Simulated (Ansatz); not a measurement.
**HfIn4SiO6 under changes of volume**

One of the cells (21.224 Å³/atom); the others are scaled copies at fixed shape and fractional positions:

```xyz
12
Lattice="5.2774 0.0000 0.0000 -2.6387 4.5704 0.0000 0.0000 0.0000 10.5590" Properties=species:S:1:pos:R:3 pbc="T T T"
Hf    2.6387    1.5234    0.0000
In    0.0000    0.0000    3.2148
In    0.0000    0.0000    7.3442
In    0.0000    3.0469    8.3331
In    0.0000    3.0469    2.2260
Si    0.0000    0.0000    0.0000
O     3.2747    3.2219    9.5002
O     1.4858    0.1234    1.0589
O     0.8498    1.2250    9.5002
O     2.0027    3.2219    1.0589
O     3.7916    0.1234    9.5002
O     4.4277    1.2250    1.0589
```

The cell was built by a generator and needn't be a form met in nature.

| Quantity | Value |
| --- | --- |
| Program | Ansatz 0.2.0 |
| Functional | PBE |
| Potentials or basis | Ansatz PAW |
| Cutoff | 420 eV (not typed: the program's choice for these potentials) |
| k mesh | 6 × 6 × 3 |
| Occupations | fermi-dirac, width 0.05 eV |
| Spin | no spin polarisation |

```tsv
volume (Å³/atom)	energy over the lowest point (meV/atom)	pressure (GPa)	largest force (eV/Å)
19.950	21.76	5.8	0.552
20.375	9.37	3.6	0.353
20.799	?	?	?
21.224	0.00	0.0	0.003
21.648	2.03	-1.6	0.159
22.073	8.00	-3.0	0.304
22.497	17.57	-4.2	0.438
```

What does the run at 20.799 Å³/atom give?

Energy over the lowest point 2.24 meV/atom; pressure 1.7 GPa; largest force 0.169 eV/Å.

Worked out: A Birch-Murnaghan fit of order 3 (a polynomial in V^(-2/3)) to the other rows has its minimum at 21.23 Å³/atom with B0 = V·E''(V) = 82 GPa and B' = 3.8 at fixed shape and positions, which overstates the stiffness. It gives 2.30 meV/atom at 20.799 Å³/atom, against the run's 2.24, and -dE/dV = 1.7 GPa, against 1.7.

Energies are extrapolated to zero smearing.
